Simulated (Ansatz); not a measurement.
# HfO2: the cost of one run

Computed with Ansatz 0.2.0 (DFT PBE, scalar-relativistic, plane waves, PAW).

## (1) The system as given

It takes space group Fm-3m (No. 225, cubic). The conventional cell has a = 5.115 Å, b = 5.115 Å, c = 5.115 Å, α = 90.00°, β = 90.00°, γ = 90.00°. Hf (site symmetry m-3m) has 8 O at 2.21 Å as nearest neighbours. O (site symmetry -43m) has 4 Hf at 2.21 Å as nearest neighbours.

Structure file:

```xyz
3
Lattice="0.0000 2.5575 2.5575 2.5575 0.0000 2.5575 2.5575 2.5575 0.0000" Properties=species:S:1:pos:R:3 pbc="T T T"
Hf    0.0000    0.0000    0.0000
O     1.2788    1.2788    1.2788
O     3.8363    3.8363    3.8363
```

## (2) First run, at the start cell

Input file input.yaml:

```yaml
crystal:
  lattice:
    - [0.0, 2.5575, 2.5575]
    - [2.5575, 0.0, 2.5575]
    - [2.5575, 2.5575, 0.0]
  atoms:
    - { symbol: Hf, position: [0.0, 0.0, 0.0] }
    - { symbol: O, position: [0.25, 0.25, 0.25] }
    - { symbol: O, position: [0.75, 0.75, 0.75] }
basis:
  ecutwfc: 420
  ecutrho_ratio: 4
kpoints:
  mp_grid: { grid: [6, 6, 6] }
hamiltonian:
  xc: pbe
scf:
  occupations: { method: gaussian, width: 0.05 }
output:
  forces: true
  stress: true
  eigenvalues: true
```

On the command line:

```bash
$ ansatz run input.yaml --threads 1 --pin off --max-ram 2560MiB --backend cpu --events-out ev --progress --plain --runs-dir out
```

Q: Estimate wall time and peak memory on 1 thread of Arm Neoverse V1, shared host.

About 1 s, with a peak of 0.28 GiB.
